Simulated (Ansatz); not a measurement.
From input file to script: C2H5ClSi, SMILES CC[Si]Cl in Ansatz 0.2.0.

```yaml
crystal:
  periodic: [false, false, false]
  atoms:
    - { symbol: C, position_ang: [0.4556, 0.8785, -0.0174] }
    - { symbol: C, position_ang: [-0.6392, -0.1557, -0.3038] }
    - { symbol: Si, position_ang: [-0.0193, -1.8923, -0.474] }
    - { symbol: Cl, position_ang: [0.7548, -2.518, 1.369] }
    - { symbol: H, position_ang: [-0.0708, 1.8987, 0.0129] }
    - { symbol: H, position_ang: [1.1584, 0.9802, -0.8268] }
    - { symbol: H, position_ang: [0.9545, 0.7491, 0.9222] }
    - { symbol: H, position_ang: [-1.3479, -0.1075, 0.4885] }
    - { symbol: H, position_ang: [-1.1576, 0.1206, -1.1877] }
basis:
  gaussian: { orbitals: cc-pVTZ }
hamiltonian:
  xc: { name: B97 }
scf:
  lower_state_search: "off"
```

On the command line:
```console
$ ansatz run input.yaml --threads 1 --pin off --max-ram 4096MiB --backend cpu --events-out ev --progress --plain --runs-dir out
Engine: ansatz 0.2.0, aarch64-unknown-linux-gnu
Functional definition: B97
  parameter cx = 0.1943
  parameter cx0 = 0.8094
  parameter cx1 = 0.5073
  parameter cx2 = 0.7481
  parameter css0 = 0.1737
  parameter css1 = 2.3487
  parameter css2 = -2.4868
  parameter cos0 = 0.9454
  parameter cos1 = 0.7471
  parameter cos2 = -4.5961
  exchange = spin_sum(e_x_unif_s*poly(b97_u_x, cx0, cx1, cx2)) + cx*exact_x
  correlation = spin_sum(e_c_pw_same_spin*poly(b97_u_same, css0, css1, css2))
      + integral(e_c_pw_opposite_spin*poly(b97_u_opposite, cos0, cos1, cos2))
these checks for a lower state are left out or cut short: stability, starts, cluster_reference, orbital_swaps, neighbouring_geometries, increment
1200 factors; their error is unknown
mean field evaluation 1: about -22545.6017 eV, gradient 6.0e1 eV
mean field evaluation 2: about -22531.5673 eV, gradient 9.0e1 eV
mean field evaluation 4: about -22553.9784 eV, gradient 4.0e0 eV
mean field evaluation 8: about -22554.0850 eV, gradient 3.3e-1 eV
mean field evaluation 16: about -22554.0851 eV, gradient 6.8e-5 eV
mean field -22554.08507376 eV, -828.8473387526 hartree, gradient 2.1e-6 eV, S^2 0.000000; 0 other end points of the search recorded, 0 dependent functions left out
reference -22554.08509714 eV, -828.8473396118 hartree; 24, 24 occupied and 174, 174 virtual orbitals, 1200 factors
Total energy: -22554.08509714 eV, -828.8473396118 hartree
Checks for a lower state left out: stability, starts, cluster_reference, orbital_swaps, neighbouring_geometries, increment
```

Run as a notebook:

```python
import json

import ansatz as az

GEOMETRY = """
C     0.45560    0.87850   -0.01740
C    -0.63920   -0.15570   -0.30380
Si   -0.01930   -1.89230   -0.47400
Cl    0.75480   -2.51800    1.36900
H    -0.07080    1.89870    0.01290
H     1.15840    0.98020   -0.82680
H     0.95450    0.74910    0.92220
H    -1.34790   -0.10750    0.48850
H    -1.15760    0.12060   -1.18770
"""
```

```python
mol = az.Crystal.molecule()
for line in GEOMETRY.strip().splitlines():
    symbol, *xyz = line.split()
    mol = mol.atom(symbol, [float(v) for v in xyz])
```

```python
model = mol.calculation()
model = model.basis(gaussian="cc-pVTZ")
model = model.functional(az.LibraryFunctional("B97"))
model = model.scf(lower_state_search="off")
res = model.run(threads=1)
data = res.report

data["converged"], data["free_energy_ev"]
```

    (True, -22554.085097137373)

```python
type(res).__name__, type(data).__name__
```

    ('RunOutcome', 'dict')

```python
print("reference energy %16.6f eV" % data["reference_energy_ev"])
print("total energy     %16.6f eV" % data["free_energy_ev"])
print("occupied (up, down):", data["n_occupied"], " virtual:", data["n_virtual"], " frozen:", data["n_frozen"])
with open("c2h5clsi.json", "w") as handle:
    json.dump({k: data[k] for k in ("free_energy_ev", "reference_energy_ev", "n_occupied", "n_virtual")}, handle, indent=1)
```

    reference energy    -22554.085097 eV
    total energy        -22554.085097 eV
    occupied (up, down): [24, 24]  virtual: [174, 174]  frozen: 0

Caveats:
- These settings explore the input space; basis and method may be short of convergence.
- The geometry is a force-field or estimated start, not a minimum of this method, and the basis set is short of its limit.
- It ran for 7.2 s on 1 thread of Arm Neoverse V2, on a shared host, peak memory 0.4 GiB.

(Lines on the test bed's own set-up are left out of the output.)
